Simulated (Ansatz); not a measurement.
# HBr (SMILES Br): functionals against CCSD(T) at one geometry

Aim: energy, forces and dipole at a structure displaced at random from a GFN2-xTB minimum, from CCSD(T) and from density functionals.

Method: single points in def2-TZVPP; program: Ansatz 0.2.0, Gaussian basis.

Correlated methods freeze the cores. Filled d shells of the heavier atoms are correlated.

## Step 1: The system as given

2 atoms, charge 0, spin multiplicity 1.

Atoms are counted from 1 here; the program's logs count them from 0.

Bond lengths: Br1–H2 1.250 Å.

As a file:

```xyz
2
charge 0, multiplicity 1
Br   -0.58320    0.22490   -0.29480
H     0.45640   -0.19000    0.26160
```

## Step 2: CCSD(T)/def2-TZVPP

The input, run/in.yaml:

```yaml
crystal:
  periodic: [false, false, false]
  atoms:
    - {symbol: Br, position_ang: [-0.583200, 0.224900, -0.294800]}
    - {symbol: H, position_ang: [0.456400, -0.190000, 0.261600]}
basis:
  gaussian: {orbitals: def2-TZVPP}
correlation: {method: ccsd_t}
output: {forces: true}
```

No record of the launch command was kept for these runs.

## Step 3: PBE0-D4/def2-TZVPP

Changes to run/in.yaml since step 2:

```diff
@@ -7,3 +7,3 @@
   gaussian: {orbitals: def2-TZVPP}
-correlation: {method: ccsd_t}
-output: {forces: true}
+hamiltonian: {xc: pbe0, dispersion: d4}
+output: {forces: true, orbitals: {seedname: orbitals}}
```

## Step 4: wB97M-V/def2-TZVPP

Changes to run/in.yaml since step 3:

```diff
@@ -7,3 +7,3 @@
   gaussian: {orbitals: def2-TZVPP}
-hamiltonian: {xc: pbe0, dispersion: d4}
-output: {forces: true, orbitals: {seedname: orbitals}}
+hamiltonian: {xc: {name: wB97M-V}}
+output: {forces: true}
```

## Step 5: r2SCAN-D4/def2-TZVPP

Changes to run/in.yaml since step 4:

```diff
@@ -7,3 +7,3 @@
   gaussian: {orbitals: def2-TZVPP}
-hamiltonian: {xc: {name: wB97M-V}}
+hamiltonian: {xc: r2scan, dispersion: d4}
 output: {forces: true}
```

## Step 6: PBE-D4/def2-TZVPP

Changes to run/in.yaml since step 5:

```diff
@@ -7,3 +7,3 @@
   gaussian: {orbitals: def2-TZVPP}
-hamiltonian: {xc: r2scan, dispersion: d4}
+hamiltonian: {xc: pbe, dispersion: d4}
 output: {forces: true}
```

## Step 7: r2SCANh-D4/def2-TZVPP

Changes to run/in.yaml since step 6:

```diff
@@ -7,3 +7,3 @@
   gaussian: {orbitals: def2-TZVPP}
-hamiltonian: {xc: pbe, dispersion: d4}
+hamiltonian: {xc: {name: r2SCANh}, dispersion: d4}
 output: {forces: true}
```

## Step 8: SPW92/def2-TZVPP

Changes to run/in.yaml since step 7:

```diff
@@ -7,3 +7,3 @@
   gaussian: {orbitals: def2-TZVPP}
-hamiltonian: {xc: {name: r2SCANh}, dispersion: d4}
+hamiltonian: {xc: lda}
 output: {forces: true}
```

(Steps that only read results are left out.)

Before running it: what results should come out? Wanted: energy less free atoms, CCSD(T)/def2-TZVPP; RMS force component; RMS force error; HOMO and LUMO, PBE0-D4; T1 diagnostic.

**Answer**, as computed:

| quantity | value |
| --- | --- |
| energy less free atoms, CCSD(T)/def2-TZVPP | -3.523 eV |
| RMS force component | 3.883 to 4.139 eV/Å over the methods |
| RMS force error | PBE0-D4 0.119, wB97M-V 0.058, r2SCAN-D4 0.081, PBE-D4 0.256, r2SCANh-D4 0.050, SPW92 0.226 eV/Å |
| HOMO and LUMO, PBE0-D4 | -8.84 and 0.97 eV |
| T1 diagnostic | 0.005 |

What this shows: Against CCSD(T) the functionals' energies less atoms differ by -0.548 to +0.056 eV, PBE-D4 by +0.039 eV. CCSD(T) in triple zeta still lacks some correlation energy of the bonds, so part of these gaps is its own basis error and they don't rank the functionals. For forces r2SCANh-D4 does best and PBE-D4 worst. Frozen-core CCSD(T) forces in triple zeta carry basis errors of their own, and this is one geometry, so small gaps rank nothing.
